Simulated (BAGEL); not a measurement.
# A workflow on singlet [SiNH4O2]+

Aim: the energy (singlet [SiNH4O2]+, HF/def2-SV(P)), then the energy (doublet SiNH4O2, NEVPT2(3,3)/def2-SV(P)), then the energy (doublet SiNH4O2, CASPT2(3,3)/def2-SV(P)) of H4NO2Si. 

The results are computed with BAGEL 1.2.2.

5 further runs of the same task are left out: 5 set aside as unsound or not needed.

**1. The system as given**

[SiNH4O2]+: 8 atoms, total charge +1, spin state singlet. As SMILES of the parent species, `N[Si](O)O`. The N1–H6 distance was set to 1.358 Å, away from the relaxed value. That shape belongs to the parent species and isn't relaxed for this state.

Bond lengths: N1–Si2 1.700 Å, Si2–O3 1.651 Å, Si2–O4 1.651 Å, N1–H5 1.006 Å, O3–H7 0.958 Å, O4–H8 0.958 Å. Angles: N1–Si2–O3 104.3°, N1–Si2–O4 104.3°, O3–Si2–O4 116.1°, Si2–N1–H5 120.9°, Si2–O3–H7 115.7°, Si2–O4–H8 115.7°. A long bond or contact: N1–H6 1.358 Å.

**2. The energy at HF/def2-SV(P) (density fitting with svp-jkfit) (run 1)**

Input file input.json:

```json
{ "bagel": [

{
  "title": "molecule",
  "basis": "def2-sv_p_.json",
  "df_basis": "svp-jkfit",
  "angstrom": "true",
  "geometry": [
    { "atom": "N", "xyz": [      -0.153062,       1.196865,       0.135880 ] },
    { "atom": "Si", "xyz": [       0.440938,      -0.313735,      -0.369420 ] },
    { "atom": "O", "xyz": [       1.986538,      -0.358435,       0.209180 ] },
    { "atom": "O", "xyz": [      -0.611562,      -1.404835,       0.284480 ] },
    { "atom": "H", "xyz": [       0.416138,       2.023865,       0.071680 ] },
    { "atom": "H", "xyz": [      -1.483600,       1.467400,       0.110500 ] },
    { "atom": "H", "xyz": [       2.595838,      -0.918135,      -0.274320 ] },
    { "atom": "H", "xyz": [      -0.684462,      -2.241135,      -0.177620 ] }
  ]
},

{ "title": "hf", "charge": 1 },

{ "title": "print", "file": "orbitals.molden", "orbitals": "true" }

]}
```

The basis set def2-SV(P) is read from a file made from the Basis Set Exchange's data (not shown).

The run is started by

```sh
$ BAGEL_NUM_THREADS=1 BAGEL input.json > input.out
```

Standard output:

```text
* using 1 threads per process

  ===============================================================
  ===============================================================

  *** Geometry ***

  { "atom" : "N", "xyz" : [     -0.289245,      2.261747,      0.256776 ] },
  { "atom" : "Si", "xyz" : [      0.833252,     -0.592873,     -0.698103 ] },
  { "atom" : "O", "xyz" : [      3.754013,     -0.677344,      0.395293 ] },
  { "atom" : "O", "xyz" : [     -1.155685,     -2.654753,      0.537589 ] },
  { "atom" : "H", "xyz" : [      0.786387,      3.824551,      0.135456 ] },
  { "atom" : "H", "xyz" : [     -2.803598,      2.772984,      0.208815 ] },
  { "atom" : "H", "xyz" : [      4.905423,     -1.735024,     -0.518390 ] },
  { "atom" : "H", "xyz" : [     -1.293446,     -4.235131,     -0.335653 ] },

  Number of auxiliary basis functions:      431

  Since a DF basis is specified, we compute 2- and 3-index integrals:
    o Being stored without compression. Storage requirement is 0.016 GB

  Number of basis functions:       68
  Number of electrons      :       41

    * METHOD: MOLECULE                             0.12

  *** RHF ***

  === Nuclear Repulsion ===
   175.3156653375

      * DIIS with orbital gradients will be used.

  === RHF iteration (def2-sv_p_.json) ===
      0       -494.55687988          0.02981211           0.04
      1       -494.73440115          0.02178094           0.04
      2       -494.88635646          0.00143405           0.04
      3       -494.88769238          0.00028643           0.04
      4       -494.88776018          0.00011842           0.03
      5       -494.88777225          0.00006924           0.03
      6       -494.88777693          0.00001977           0.03
      7       -494.88777763          0.00000721           0.03
      8       -494.88777770          0.00000370           0.03
      9       -494.88777772          0.00000113           0.03
     10       -494.88777772          0.00000040           0.03
     11       -494.88777772          0.00000019           0.03
     12       -494.88777772          0.00000008           0.03
     13       -494.88777772          0.00000003           0.03
     14       -494.88777772          0.00000001           0.03
     15       -494.88777772          0.00000001           0.03
    * SCF iteration converged.

    * Permanent dipole moment:
           (    0.165271,     0.239452,     2.080870) a.u.

    * METHOD: HF                                   0.62

    * METHOD: PRINT                                0.01

  ===============================================================
```

Run time: 1.1 s. Hardware: 1 thread of Intel Xeon 6975P-C (Granite Rapids), shared host; peak memory 0.14 GiB.

**3. Doublet neutral SiNH4O2: a single-point energy at NEVPT2(3,3)/def2-SV(P) (density fitting with svp-jkfit) (run 2)**

Input file job.json:

```json
{ "bagel" : [

{
  "title" : "molecule",
  "basis" : "def2-sv_p_.json",
  "df_basis" : "svp-jkfit",
  "angstrom" : true,
  "geometry" : [
    { "atom" : "N", "xyz" : [      -0.153062,       1.196865,       0.135880 ] },
    { "atom" : "Si", "xyz" : [       0.440938,      -0.313735,      -0.369420 ] },
    { "atom" : "O", "xyz" : [       1.986538,      -0.358435,       0.209180 ] },
    { "atom" : "O", "xyz" : [      -0.611562,      -1.404835,       0.284480 ] },
    { "atom" : "H", "xyz" : [       0.416138,       2.023865,       0.071680 ] },
    { "atom" : "H", "xyz" : [      -1.483600,       1.467400,       0.110500 ] },
    { "atom" : "H", "xyz" : [       2.595838,      -0.918135,      -0.274320 ] },
    { "atom" : "H", "xyz" : [      -0.684462,      -2.241135,      -0.177620 ] }
  ]
},

{
  "title" : "hf",
  "charge" : 1
},

{
  "title" : "casscf",
  "nstate" : 1,
  "nact" : 3,
  "nclosed" : 19,
  "nspin" : 1,
  "active" : [16, 21, 22],
  "maxiter" : 200,
  "natocc" : true
},

{
  "title" : "nevpt2",
  "nstate" : 1,
  "nact" : 3,
  "nclosed" : 19,
  "nspin" : 1,
  "active" : [16, 21, 22],
  "maxiter" : 200,
  "natocc" : true,
  "ncore" : 8
},

{
  "title" : "print",
  "file" : "orbitals.molden",
  "orbitals" : true
}

]}
```

The basis set def2-SV(P) is read from a file made from the Basis Set Exchange's data (not shown).

The run is started by

```sh
$ BAGEL_NUM_THREADS=1 BAGEL job.json > job.out
```

Standard output:

```text
* using 1 threads per process

  ===============================================================
  ===============================================================

  *** Geometry ***

  { "atom" : "N", "xyz" : [     -0.289245,      2.261747,      0.256776 ] },
  { "atom" : "Si", "xyz" : [      0.833252,     -0.592873,     -0.698103 ] },
  { "atom" : "O", "xyz" : [      3.754013,     -0.677344,      0.395293 ] },
[... 4 lines of this table left out ...]
  { "atom" : "H", "xyz" : [     -1.293446,     -4.235131,     -0.335653 ] },

  Number of auxiliary basis functions:      431

  Since a DF basis is specified, we compute 2- and 3-index integrals:
    o Being stored without compression. Storage requirement is 0.016 GB

  Number of basis functions:       68
  Number of electrons      :       41

    * METHOD: MOLECULE                             0.13

  *** RHF ***

  === Nuclear Repulsion ===
   175.3156653375

      * DIIS with orbital gradients will be used.

  === RHF iteration (def2-sv_p_.json) ===
      0       -494.55687988          0.02981211           0.03
      1       -494.73440115          0.02178094           0.03
      2       -494.88635646          0.00143405           0.03
[... 12 lines of this table left out ...]
     15       -494.88777772          0.00000001           0.04
    * SCF iteration converged.

    * Permanent dipole moment:
           (    0.165271,     0.239452,     2.080870) a.u.

    * METHOD: HF                                   0.63

  ---------------------------
      CASSCF calculation
  ---------------------------

    ==== Active orbitals : =====
         Orbital 16
         Orbital 21
         Orbital 22
    ============================

    * nstate   :      1
    * nclosed  :     19
    * nact     :      3
    * nvirt    :     46
  === CASSCF iteration (def2-sv_p_.json) ===

    * Using the second-order algorithm

      0  0      -495.13010494     1.59e-02      0.02

      1  0      -495.16599434     1.11e-03      0.22
[... 21 lines of this table left out ...]
     12  0      -495.19410555     4.63e-09      0.16

    * Second-order optimization converged. *

     guess   0:   closed 1..                  open .1.

  === FCI iteration ===

      0  0      -495.16218167     6.22e-02      0.00
      1  0      -495.19394134     3.63e-03      0.00
      2  0      -495.19410442     2.87e-04      0.00
[... 4 lines of this table left out ...]
      7  0 *    -495.19410555     4.81e-16      0.00

     * ci vector, state   0, <S^2> = 0.7500
       2a.    -0.9856406107
       .a2    -0.1686168048

    * METHOD: CASSCF                               2.54

    * freezing 8 orbitals

  === DF-NEVPT2 calculation ===

    * 3-index integral transformation done
    * assembly done

      NEVPT2 correlation energy:   -0.5778253793      0.12

          (+0)     -0.4761027205
          (+0)'    -0.0259462347
          (+1)     -0.0222984681
          (+1)'    -0.0007728681
          (+2)     -0.0004439503
          (-1)     -0.0474622276
          (-1)'    -0.0007603404
          (-2)     -0.0040385697

      NEVPT2 total energy:       -495.7719309247

    * METHOD: NEVPT2                               0.19

    * METHOD: PRINT                                0.01

  ===============================================================
```

Wall time 3.9 s (1 thread of Intel Xeon 6975P-C (Granite Rapids), shared host); peak memory 0.14 GiB.

**4. Doublet neutral SiNH4O2: the energy at CASPT2(3,3)/def2-SV(P) (density fitting with svp-jkfit) (run 3)**

Input file caspt2.json:

```json
{ "bagel" : [

{
  "title" : "molecule",
  "basis" : "def2-sv_p_.json",
  "df_basis" : "svp-jkfit",
  "angstrom" : "true",
  "geometry" : [
    { "atom" : "N", "xyz" : [      -0.153062,       1.196865,       0.135880 ] },
    { "atom" : "Si", "xyz" : [       0.440938,      -0.313735,      -0.369420 ] },
    { "atom" : "O", "xyz" : [       1.986538,      -0.358435,       0.209180 ] },
    { "atom" : "O", "xyz" : [      -0.611562,      -1.404835,       0.284480 ] },
    { "atom" : "H", "xyz" : [       0.416138,       2.023865,       0.071680 ] },
    { "atom" : "H", "xyz" : [      -1.483600,       1.467400,       0.110500 ] },
    { "atom" : "H", "xyz" : [       2.595838,      -0.918135,      -0.274320 ] },
    { "atom" : "H", "xyz" : [      -0.684462,      -2.241135,      -0.177620 ] }
  ]
},

{ "title" : "hf", "charge" : 1 },

{ "title" : "casscf", "nstate" : 1, "nact" : 3, "nclosed" : 19, "nspin" : 1, "active" : [16, 21, 22], "maxiter" : 200, "natocc" : "true" },

{ "title" : "print", "file" : "orbitals.molden", "orbitals" : "true" },

{ "title" : "smith", "method" : "caspt2", "ms" : "true", "xms" : "true", "sssr" : "true", "shift" : 0.2, "shift_imag" : "true", "ncore" : 8 }

]}
```

The basis set def2-SV(P) is read from a file made from the Basis Set Exchange's data (not shown).

The run is started by

```sh
$ BAGEL_NUM_THREADS=1 BAGEL caspt2.json > caspt2.out
```

Standard output:

```text
* using 1 threads per process

  ===============================================================
  ===============================================================

  *** Geometry ***

  { "atom" : "N", "xyz" : [     -0.289245,      2.261747,      0.256776 ] },
  { "atom" : "Si", "xyz" : [      0.833252,     -0.592873,     -0.698103 ] },
  { "atom" : "O", "xyz" : [      3.754013,     -0.677344,      0.395293 ] },
[... 4 lines of this table left out ...]
  { "atom" : "H", "xyz" : [     -1.293446,     -4.235131,     -0.335653 ] },

  Number of auxiliary basis functions:      431

  Since a DF basis is specified, we compute 2- and 3-index integrals:
    o Being stored without compression. Storage requirement is 0.016 GB

  Number of basis functions:       68
  Number of electrons      :       41

    * METHOD: MOLECULE                             0.12

  *** RHF ***

  === Nuclear Repulsion ===
   175.3156653375

      * DIIS with orbital gradients will be used.

[... 6 lines left out ...]
    * SCF iteration converged.
[... 1 line left out ...]
    * Permanent dipole moment:
[... 28 lines left out ...]
    * Second-order optimization converged. *
[... 11 lines left out ...]
     * ci vector, state   0, <S^2> = 0.7500
[... 16 lines left out ...]
    * Zeroth order energy : state  0       -1.1784916387
[... 3 lines left out ...]
      -------------------------------------------  CASPT2 iteration  ---------------------------------------------------
       #      aibj      arbs      arbi      airj      risj      airs      arst      rist         Etot      error   time
      ------------------------------------------------------------------------------------------------------------------

       0  -0.47547  -0.00486  -0.04969  -0.02436  -0.00061  -0.02353  -0.00078  -0.00075   -0.5800603  0.0017285   0.07
       1  -0.47560  -0.00489  -0.04983  -0.02446  -0.00065  -0.02395  -0.00081  -0.00079   -0.5809807  0.0002827   0.04
       2  -0.47561  -0.00490  -0.04981  -0.02447  -0.00066  -0.02397  -0.00081  -0.00079   -0.5810116  0.0000592   0.05
       3  -0.47561  -0.00490  -0.04981  -0.02446  -0.00066  -0.02397  -0.00081  -0.00080   -0.5810127  0.0000123   0.05
       4  -0.47561  -0.00490  -0.04981  -0.02446  -0.00066  -0.02397  -0.00081  -0.00080   -0.5810128  0.0000025   0.05
       5  -0.47561  -0.00490  -0.04981  -0.02446  -0.00066  -0.02397  -0.00081  -0.00080   -0.5810128  0.0000006   0.05

      ------------------------------------------------------------------------------------------------------------------

    * CASPT2 energy : state  0     -495.7774875349
        w/o shift correction       -495.7751183597
        reference weight              0.8556549928

    * METHOD: SMITH                                0.47

  ===============================================================
```

It took 4.5 s on 1 thread of Intel Xeon 6975P-C (Granite Rapids), shared host; peak memory 0.14 GiB.

**5. Outcome**

```
                                    quantity          value
          run 1, HF/def2-SV(P): total energy  -494.88778 Eh
           run 1, HF/def2-SV(P): HOMO energy      -17.32 eV
           run 1, HF/def2-SV(P): LUMO energy       -6.50 eV
         run 1, HF/def2-SV(P): HOMO–LUMO gap       10.82 eV
doublet neutral SiNH4O2, run 2: total energy  -495.77193 Eh
doublet neutral SiNH4O2, run 3: total energy  -495.77749 Eh
```
